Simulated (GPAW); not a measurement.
InAu3:

```
Au In
1.0
     3.16059    0.00000    0.00000
    -1.58029    2.73715    0.00000
     0.00000    0.00000    9.05757
Au In
3 1
Cartesian
  0.0000 1.8248 6.8077
  0.0000 1.8248 2.2499
  1.5803 0.9124 4.5288
  1.5803 0.9124 0.0000
```

The cell comes from a database or a generator and needn't be the stable form of this composition.

```yaml
Program: GPAW 26.7.0
Task: relaxation of cell and atoms
Functional: PBEsol
Dispersion: D3(BJ)+ATM
Potentials_or_basis: PAW data sets generated in the run's folder for this functional
Cutoff: 600 eV
Basis: pw
k_mesh: 6 × 6 × 2
Occupations: fermi-dirac, width 0.05 eV
Spin: no spin polarisation
```

At the start: pressure -9.9 GPa; volume 19.59 Å³/atom.

Problem. Where does the relaxation end?

Solution. Over 9 steps the energy falls by 54.2 meV/atom and the volume is 18.00 Å³/atom (-8.1 %); space group P-6m2 (No. 187, to 0.05 Å).

Step by step:
```csv
step,energy change (eV),largest force (eV/Å),pressure (GPa),volume (Å³)
1,0.0000,0.0120,-9.89,78.36
2,-0.0588,0.0001,-8.69,77.35
3,-0.2090,0.0933,2.14,71.06
4,-0.2157,0.0634,-0.32,72.18
5,-0.2160,0.0579,-0.04,72.05
6,-0.2162,0.0446,0.08,71.98
7,-0.2165,0.0134,0.14,71.94
8,-0.2167,0.0036,0.07,71.97
9,-0.2167,0.0086,-0.01,72.00
```

Final structure:
```
CELL_PARAMETERS angstrom
3.07772 0.00000 0.00000
-1.53886 2.66538 0.00000
0.00000 0.00000 8.77710
ATOMIC_POSITIONS crystal
Au 0.33333 0.66667 0.75257
Au 0.33333 0.66667 0.24743
Au 0.66667 0.33333 0.50000
In 0.66667 0.33333 0.00000
```

Caveat: the k mesh is coarse (spacing up to 0.38 Å⁻¹), so the values aren't converged; with this Au data set, volumes or pressures lay over 1.5 % or 2 GPa off other programs in two to four cells of ten; later steps reuse the first step's grids; pairwise dispersion overbinds metals, which lowers pressure and volume.
